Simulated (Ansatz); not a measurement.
# CdF3: the cost of one run

Method: DFT PBE, scalar-relativistic, plane waves, PAW, in Ansatz 0.2.0.

### 1 The system as given

The structure is cubic, space group Im-3m (No. 229). The conventional cell has a = 5.053 Å, b = 5.053 Å, c = 5.053 Å, α = 90.00°, β = 90.00°, γ = 90.00°. Cd (site symmetry m-3m) has 6 F at 2.53 Å as nearest neighbours. F (site symmetry 4/mmm) has 2 Cd at 2.53 Å and 4 F at 2.53 Å as nearest neighbours.

Structure file:

```
Cd F
1.0
    -2.52647    2.52647    2.52647
     2.52647   -2.52647    2.52647
     2.52647    2.52647   -2.52647
Cd F
1 3
Direct
  0.00000 0.00000 0.00000
  0.00000 0.50000 0.50000
  0.50000 0.00000 0.50000
  0.50000 0.50000 0.00000
```

A structure generator made this guess: random cell by space group and Wyckoff sites (Im-3m, No. 229). The dimensions are guesses.

### 2 Probe: one point on a coarse mesh

Input file input.yaml:

```yaml
crystal:
  lattice:
    - [-2.52647181, 2.52647181, 2.52647181]
    - [2.52647181, -2.52647181, 2.52647181]
    - [2.52647181, 2.52647181, -2.52647181]
  atoms:
    - { symbol: Cd, position: [0.0, 0.0, 0.0] }
    - { symbol: F, position: [0.0, 0.5, 0.5] }
    - { symbol: F, position: [0.5, 0.0, 0.5] }
    - { symbol: F, position: [0.5, 0.5, 0.0] }
basis:
  ecutwfc: 420
kpoints:
  mp_grid: { grid: [6, 6, 6] }
hamiltonian:
  xc: pbe
scf:
  occupations: { method: gaussian, width: 0.1 }
  lower_state_search: "off"
output:
  forces: true
  stress: true
  eigenvalues: true
```

Launch:

```bash
$ ansatz run input.yaml --threads 1 --pin off --max-ram 2048MiB --backend cpu --events-out ev --progress --plain --runs-dir out
```

Q: Estimate wall time and peak memory on 1 thread of Arm Neoverse V1, shared host.

About 1.4 s, with a peak of 0.3 GiB.
